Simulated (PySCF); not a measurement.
**IrO₃⁺: triplet, from a B3LYP minimum start**

Where does triplet IrO₃⁺ go from a B3LYP minimum start, is the end point a minimum, and what are its modes, charges and moments?

The runs use PySCF 2.14.0; B3LYP, basis Ir def2-SVP with ECP60, O def2-SVP, scalar-relativistic core potentials, no spin–orbit coupling, density fitting.

### 1 Where the work starts

4 atoms, charge 1, spin multiplicity 3.

Bond lengths: Ir1–O2 1.758 Å, Ir1–O3 1.699 Å, Ir1–O4 1.699 Å. Angles: O2–Ir1–O3 110.2°, O2–Ir1–O4 110.2°, O3–Ir1–O4 126.0°.

```xyz
4
charge 1 multiplicity 3
Ir    0.0683    0.0363    0.0000
O     0.0000   -1.7201    0.0000
O    -0.4119    0.6408    1.5137
O    -0.4119    0.6408   -1.5137
```

### 2 Finding the electronic state

The steps below are one call of a driver around PySCF. For each, scf.py gives the equivalent set-up of the SCF; relaxations use the driver's own optimiser. After this first run the driver tries any further starts and a stability analysis.

scf.py reads:

```python
from pyscf import gto, scf, dft
mol = gto.M(atom='''
Ir     0.068280     0.036340    -0.000000
O      0.000000    -1.720070     0.000000
O     -0.411880     0.640830     1.513740
O     -0.411880     0.640830    -1.513740''',
    basis={'Ir': 'def2-SVP', 'O': 'def2-SVP'},
    ecp={'Ir': 'def2-SVP'},
    charge=1, spin=2)
mf = dft.UKS(mol, xc='B3LYP')
mf.grids.atom_grid = (50, 194)
aux = {'Ir': 'def2-universal-JKFIT', 'O': 'def2-universal-JKFIT'}
mf = mf.density_fit(auxbasis=aux)
mf.conv_tol = 1e-08
mf.diis_space = 10
mf.max_cycle = 60
mf.init_guess = 'minao'
mf.verbose = 4
mf.kernel()
```

Run with:

```bash
OMP_NUM_THREADS=2 python axn.py task.json out
```

What it wrote:

```text
init E= -318.0224951543
[... the frontier-level lines of each cycle are left out ...]
cycle= 1 E= -329.179213960193  delta_E= -11.2  |g|= 0.672  |ddm|= 5.82
cycle= 2 E= -326.975936737412  delta_E=  2.2  |g|= 2.26  |ddm|= 2.55
cycle= 3 E= -329.177382231811  delta_E= -2.2  |g|= 0.63  |ddm|= 2.28
cycle= 4 E= -329.317285146612  delta_E= -0.14  |g|=  0.3  |ddm|= 0.623
cycle= 5 E= -329.352922609334  delta_E= -0.0356  |g|= 0.083  |ddm|= 0.274
cycle= 6 E= -329.356008801941  delta_E= -0.00309  |g|= 0.0362  |ddm|= 0.0873
cycle= 7 E= -329.356815856564  delta_E= -0.000807  |g|= 0.0221  |ddm|= 0.0539
cycle= 8 E= -329.357219985084  delta_E= -0.000404  |g|= 0.00703  |ddm|= 0.0473
cycle= 9 E= -329.357297723744  delta_E= -7.77e-05  |g|= 0.00241  |ddm|= 0.0255
cycle= 10 E= -329.357314550206  delta_E= -1.68e-05  |g|= 0.00107  |ddm|= 0.0128
cycle= 11 E= -329.357318516339  delta_E= -3.97e-06  |g|= 0.000319  |ddm|= 0.00695
cycle= 12 E= -329.35731902449  delta_E= -5.08e-07  |g|= 0.000206  |ddm|= 0.00212
cycle= 13 E= -329.357319194439  delta_E= -1.7e-07  |g|= 9.59e-05  |ddm|= 0.00122
cycle= 14 E= -329.357319256859  delta_E= -6.24e-08  |g|= 3.84e-05  |ddm|= 0.000884
cycle= 15 E= -329.357319265465  delta_E= -8.61e-09  |g|= 2.62e-05  |ddm|= 0.000369
Extra cycle  E= -329.357319263583  delta_E= 1.88e-09  |g|= 8.43e-05  |ddm|= 7.92e-05
converged SCF energy = -329.357319263583  <S^2> = 2.056011  2S+1 = 3.0371111
```

This step, with its further starts and checks, ran for 18 s (2 threads of Intel Xeon Platinum 8259CL at 2.50GHz (Skylake/Cascade Lake), shared host).

The starts that the driver tried:

| start | energy (Eh) |
| --- | --- |
| the minimal-basis guess | -329.357319 |
| a thermally smeared density | -329.357319 |
| a smeared PBE density | -329.357319 |

No lower solution of this spin turned up from the other starts or in the test of internal stability.

### 3 Relaxation: B3LYP minimum start, triplet

The program finds Cs symmetry in the start, which this walk keeps.

scf.py, as its differences from that of step 2:

```diff
@@ -3,4 +3,4 @@
-Ir     0.068280     0.036340    -0.000000
-O      0.000000    -1.720070     0.000000
-O     -0.411880     0.640830     1.513740
-O     -0.411880     0.640830    -1.513740''',
+Ir     0.068282     0.036340     0.000000
+O      0.000002    -1.720070     0.000000
+O     -0.411878     0.640830     1.513740
+O     -0.411878     0.640830    -1.513740''',
@@ -17 +16,0 @@
-mf.init_guess = 'minao'
```

The optimiser's trace:

| step | energy (Eh) | change (kJ/mol) | largest symmetric gradient (Eh/bohr) |
| --- | --- | --- | --- |
| 0 | -329.357319 | 0.00 | 0.00023 |

The walk took 2.7 s.

It settles in Cs symmetry, 0.0 kJ/mol below the start, after 0 steps: Ir–O 1.699 Å (×2), Ir–O 1.758 Å; O–Ir–O 110.2° (×2), O–Ir–O 126.0°.

### 4 Hessian and properties

On the finer grid the gradient is checked again; gradients at displacements of ±0.02 bohr then give force constants and infrared intensities.

scf.py, as its differences from that of step 3:

```diff
@@ -3,4 +3,4 @@
-Ir     0.068282     0.036340     0.000000
-O      0.000002    -1.720070     0.000000
-O     -0.411878     0.640830     1.513740
-O     -0.411878     0.640830    -1.513740''',
+Ir     0.069821     0.036653     0.000000
+O     -0.000547    -1.719547     0.000000
+O     -0.412373     0.640413     1.513396
+O     -0.412373     0.640413    -1.513396''',
@@ -11 +11 @@
-mf.grids.atom_grid = (50, 194)
+mf.grids.atom_grid = (75, 302)
@@ -14 +14 @@
-mf.conv_tol = 1e-08
+mf.conv_tol = 1e-10
```

The driver hands on the density of the step before, so the log starts near convergence.

SCF at the final geometry:

```text
init E= -329.357327694782
[... the frontier-level lines of each cycle are left out ...]
cycle= 1 E= -329.357327694621  delta_E= 1.61e-10  |g|= 2.06e-05  |ddm|= 1.64e-05
cycle= 2 E= -329.357327690301  delta_E= 4.32e-09  |g|= 0.000106  |ddm|= 8.21e-05
cycle= 3 E= -329.357327694764  delta_E= -4.46e-09  |g|= 8.72e-06  |ddm|= 7e-05
cycle= 4 E= -329.357327694791  delta_E= -2.75e-11  |g|= 4.39e-07  |ddm|= 5.91e-06
Extra cycle  E= -329.35732769479  delta_E= 1.02e-12  |g|= 1.17e-06  |ddm|= 1.42e-06
converged SCF energy = -329.35732769479  <S^2> = 2.056101  2S+1 = 3.0371704
```

The whole step took 1.8 min.

Geometry: Cs; Ir–O 1.699 Å (×2), Ir–O 1.758 Å; O–Ir–O 110.1° (×2), O–Ir–O 125.9°.

Modes, for the most abundant isotopes:

```tsv
symmetry	ω (cm⁻¹)	IR (km/mol)	μ (u)
a''	234	1.0	17.39
a'	241	6.0	19.24
a'	278	1.3	17.40
a'	765	1.0	17.47
a''	822	17.2	17.57
a'	953	3.0	16.25
```

Every mode is real; the point is a minimum.

Constants and moments:

| Item | Value |
| --- | --- |
| Dipole moment about the centre of mass | 1.40 D |
| Highest occupied level | -15.95 eV |
| Lowest empty level | -13.98 eV |
| Rotational constants | 0.2514, 0.2147, 0.1248 cm⁻¹ |
| Zero-point energy | 19.7 kJ/mol |
| Principal polarisabilities | 20.0, 40.3, 44.2 bohr³ |
| Principal traceless quadrupole moments about the centre of mass | -1.21, -0.75, 1.96 D Å |
| Entropy at 298.15 K and 1 bar (electronic part: spin only) | 314.9 J/(mol K) |
| Heat capacity Cp at 298.15 K | 62.7 J/(mol K) |
| Enthalpy at 298.15 K above 0 K | 14.28 kJ/mol |
| Rotational symmetry number | 1 |
| Spin squared ⟨S²⟩ | 2.056 |

Populations by atom (charges in e):

```
atom  Mulliken  Löwdin  polar tensor  spin (Mulliken)  Mayer order to Ir1
 Ir1      1.33    0.74          1.31             0.76                   –
  O2     -0.10    0.09          0.01             0.82                1.57
O3,4     -0.12    0.09         -0.16             0.21                1.83
```

Mulliken populations on Ir1 (outside its core potential): s 2.56, p 6.26, d 6.73, f 0.12.

### 5 Summary of results

| quantity | value |
| --- | --- |
| minimum | triplet, Cs |
| geometry | Ir–O 1.699 Å (×2), Ir–O 1.758 Å; O–Ir–O 110.1° (×2), O–Ir–O 125.9° |
| wavenumbers (cm⁻¹) | 234 (a''), 241 (a'), 278 (a'), 765 (a'), 822 (a''), 953 (a') |
| dipole moment (centre of mass) | 1.40 D |
| highest occupied, lowest empty level (either spin) | -15.95, -13.98 eV |
| polar-tensor charge of Ir1 | +1.31 e |
| zero-point energy | 19.7 kJ/mol |
| entropy at 298.15 K | 314.9 J/(mol K) |
| ⟨S²⟩ | 2.056 |

The molecule stays Cs, as typed, and the end point is a minimum. In the infrared the band at 822 cm⁻¹ (a'', stretch) leads. Only this shape and spin were tried, so other structures or states may lie lower. One determinant may miss the lowest occupation of an open d or f shell. With an element this heavy the missing spin–orbit coupling can shift these numbers.

The search up to here took 2.2 min.
